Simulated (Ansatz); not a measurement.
**C2H4ClNSi: small, medium and large basis sets**

Aim: see how fast density functionals converge with the basis set for C2H4ClNSi.

Method: one geometry, several basis sets; program: Ansatz 0.2.0, Gaussian basis.

Levels to be run: PBE0-D4/def2-SVP; ωB97M-V/def2-SVP; PBE0-D4/def2-QZVPP; ωB97M-V/def2-QZVPP; the functionals' def2-TZVPP values are taken from earlier runs.

## Step 1: The relaxed structure

All runs share one geometry, relaxed beforehand with PBE0-D4 in a triple-zeta def2 set.

SMILES `C=C1N[SiH]1Cl`, 9 atoms, charge 0, spin multiplicity 1.

Atoms are counted from 1 here; the program's logs count them from 0.

Bond lengths: C1–C2 1.325 Å, C1–H6 1.081 Å, C1–H7 1.085 Å, C2–N3 1.408 Å, C2–Si4 1.802 Å, N3–Si4 1.688 Å, N3–H8 1.007 Å, Si4–Cl5 2.036 Å, Si4–H9 1.473 Å. Angles: C2–C1–H6 120.2°, C2–C1–H7 121.8°, H6–C1–H7 118.1°, C1–C2–N3 136.7°, C1–C2–Si4 161.1°, N3–C2–Si4 62.0°, C2–N3–Si4 70.6°, C2–N3–H8 129.4°, Si4–N3–H8 156.8°, C2–Si4–N3 47.4°, C2–Si4–Cl5 122.1°, C2–Si4–H9 127.1°, N3–Si4–Cl5 120.8°, N3–Si4–H9 119.9°, Cl5–Si4–H9 107.5°.

## Step 2: PBE0-D4 in def2-SVP

Contents of in.yaml:

```yaml
crystal:
  periodic: [false, false, false]
  atoms:
    - {symbol: C, position_ang: [1.494314, 0.025251, -0.901428]}
    - {symbol: C, position_ang: [0.410515, -0.015685, -0.140588]}
    - {symbol: N, position_ang: [-0.518711, -0.991635, 0.266010]}
    - {symbol: Si, position_ang: [-0.986020, 0.514256, 0.868122]}
    - {symbol: Cl, position_ang: [-2.578583, 1.505635, 0.077178]}
    - {symbol: H, position_ang: [2.026253, 0.956215, -1.039610]}
    - {symbol: H, position_ang: [1.874524, -0.859220, -1.402591]}
    - {symbol: H, position_ang: [-0.640807, -1.934386, -0.065221]}
    - {symbol: H, position_ang: [-0.993086, 0.753368, 2.321129]}
basis:
  gaussian: {orbitals: def2-SVP}
hamiltonian: {xc: pbe0, dispersion: d4}
output: {orbitals: {seedname: orbitals}}
```

Further steps of the session: ωB97M-V in def2-SVP; PBE0-D4 in def2-QZVPP; ωB97M-V in def2-QZVPP.

Before running them: what should the planned runs give, taken together? Wanted: PBE0-D4: double and triple zeta above quadruple; ωB97M-V: double and triple zeta above quadruple.

**Answer**, as computed:

| quantity | value |
| --- | --- |
| PBE0-D4: double and triple zeta above quadruple | 12.15, 0.85 eV |
| ωB97M-V: double and triple zeta above quadruple | 12.20, 0.79 eV |

**Reading.** PBE0-D4 gains 11.30 eV from double to triple zeta, then 0.85 eV more. Total energies overstate the basis error of differences, where much of it tends to cancel. The LUMO of ωB97M-V is positive and keeps falling with the basis (2.06 to 1.11 eV): an unbound level that the basis holds in place.
